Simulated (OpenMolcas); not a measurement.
# Au⁴⁺ among point charges: CASSCF and CASPT2 levels and susceptibility

How does a field of 6 point charges split the states of Au⁴⁺, and what χT follows?

The numbers are computed with OpenMolcas 26.06 (state-averaged CASSCF and CASPT2, spin-orbit coupling by RASSI with atomic mean-field integrals), except any that are marked as measured or tabulated.

## Step 1: The system

```
Species                           : Au⁴⁺ (gold, Z = 79, 75 electrons)
Basis                             : ANO-RCC-VDZP [7s6p4d2f], 59 functions
Scalar Hamiltonian                : DKH2, point nucleus
Inactive shells                   : 1s 2s 2p 3s 3p 3d 4s 4p 4d 4f 5s 5p
Active space                      : 7 electrons in 5 orbitals (5d)
Some configurations of this space : 5d7
Orbitals                          : optimised for each spin and parity, averaged over all roots
```

Outer shells as boxes (Hund's rule):

5d7
```
5d [↑↓][↑↓][↑ ][↑ ][↑ ]
```

The ion sits among 6 point charges of -1.7 e arranged as an octahedron (Oh), 1.85 Å from the ion.

The work runs as a chain of OpenMolcas steps in one folder; each step below is one input file. Labels, J, g values, rates, χT and fits are worked out afterwards by a script from the matrices that RASSI stores. The input lists half of the charges; inversion (Group=XYZ) makes the rest.

## Step 2: Basis and integrals

a.inp

```
&GATEWAY
Coord
1

Au 0.0 0.0 0.0
Basis=ANO-RCC-VDZP
Group=XYZ
NoMove
AngMom=0.0 0.0 0.0
AMFI
XField
3 Angstrom 0
1.850000 0.000000 0.000000 -1.700000
0.000000 1.850000 0.000000 -1.700000
0.000000 0.000000 1.850000 -1.700000
&SEWARD
```

Launch:

```console
$ OMP_NUM_THREADS=1 MOLCAS_MEM=1689 MOLCAS_PROJECT=a pymolcas a.inp > a.log
```

## Step 3: CASSCF: quartets of even parity, 10 roots

a.inp

```
&RASSCF
FileOrb=start.orb
Symmetry=1
Spin=4
nActEl=7 0 0
Inactive=15 19
Ras2=5 0
CIRoot=10 10 1
SDav=10
CIMx=300
Iter=120 100
PrWF=0.3
OrbListing=Nothing
MaxOrb=0
>>> COPY $Project.JobIph JOB001
```

start.orb holds the contracted functions of the basis, ordered by shell, or the orbitals of the step before.

## Step 4: Reference wave functions, doublets of even parity, 40 roots

a.inp

```
&RASSCF
FileOrb=start.orb
Symmetry=1
Spin=2
nActEl=7 0 0
Inactive=15 19
Ras2=5 0
CIRoot=40 40 1
SDav=40
CIMx=300
Iter=120 100
PrWF=0.3
OrbListing=Nothing
MaxOrb=0
>>> COPY $Project.JobIph JOB002
```

## Step 5: State interaction with spin-orbit coupling

a.inp

```
&RASSI
NrOfJobIphs=2 10 40
1 2 3 4 5 6 7 8 9 10
1 2 3 4 5 6 7 8 9 10 11 12 13 14 15 16 17 18 19 20 21 22 23 24 25 26 27
28 29 30 31 32 33 34 35 36 37 38 39 40
IphNames
JOB001
JOB002
EJob
SpinOrbit
DIPRint=1.0
SOCoupling=1000.0
Subsets=2
Property=9
'ANGMOM' 1 'ANGMOM' 2 'ANGMOM' 3 'MLTPL  1' 1 'MLTPL  1' 2 'MLTPL  1' 3
'AMFI' 1 'AMFI' 2 'AMFI' 3
SOProperty=3
'ANGMOM' 1 'ANGMOM' 2 'ANGMOM' 3
```

## Step 6: CASPT2: IPEA 0.25, imaginary shift 0.1 (closed shells correlated: 5s 5p)

a.inp

```
>>> COPY JOB001 $Project.JobIph
&CASPT2
Multistate=10 1 2 3 4 5 6 7 8 9 10
NoMult
Frozen=14 16
IPEA=0.25
Imaginary=0.1
MaxIter=60
WThr=0.0 0.3 0.05
PrWF=0.5
NoMix
>>> COPY JOB002 $Project.JobIph
&CASPT2
Multistate=40 1 2 3 4 5 6 7 8 9 10 11 12 13 14 15 16 17 18 19 20 21 22
23 24 25 26 27 28 29 30 31 32 33 34 35 36 37 38 39 40
NoMult
Frozen=14 16
IPEA=0.25
Imaginary=0.1
MaxIter=60
WThr=0.0 0.3 0.05
PrWF=0.5
NoMix
```

(Steps that only read results are left out.)

What does the calculation give? Wanted: spin-free ground state; first state of the same spin within the active space; lowest level; next level.

As calculated:

```
                                            quantity                                                                        value
                                              method  SS-CASPT2, IPEA 0.25, imaginary shift 0.1 (closed shells correlated: 5s 5p)
                              spin-free ground state                                              4T1, 3-fold in its orbital part
first state of the same spin within the active space                                                             4T2 at 9280 cm⁻¹
                                        lowest level                                              2-fold Γ6, g = 4.86, 4.86, 4.86
                                          next level                                                                   952.2 cm⁻¹
                                         χT at 300 K                                                               3.25 cm³ K/mol
                           effective moment at 300 K                                                                      5.09 μB
```

Cost by method:

```tsv
method	time of its own steps	time with the reference
A. CASSCF	8.6 s	8.6 s
B. SS-CASPT2, IPEA 0.25, imaginary shift 0.1, +5s 5p	3 s	12 s
```

Times are of one thread on a shared host.

**Reading.** The spin-free ground state (4T1) comes to 96 % from free-ion F terms and keeps the highest spin of the shell. χT at 300 K is 3.25, against 1.88 cm³ K/mol for the spin alone, so orbital moment adds to it. An active space of the d shell alone favours high spin; real ions in strong fields can be low spin. A ligand-field fit to the states below 45000 cm-1 gives 10Dq = 10137 cm-1, B = 844 cm-1 and C = 3802 cm-1 (C/B = 4.51), with a deviation of 375 cm-1. CASPT2 does not keep the components of a term degenerate, and the means are used. The field of point charges can differ much from that of real complexes. With metal d orbitals alone active, the gaps between spin states are rough; where two lie within a few thousand cm-1, their order is open. This is an electrostatic model: the charges have no orbitals.
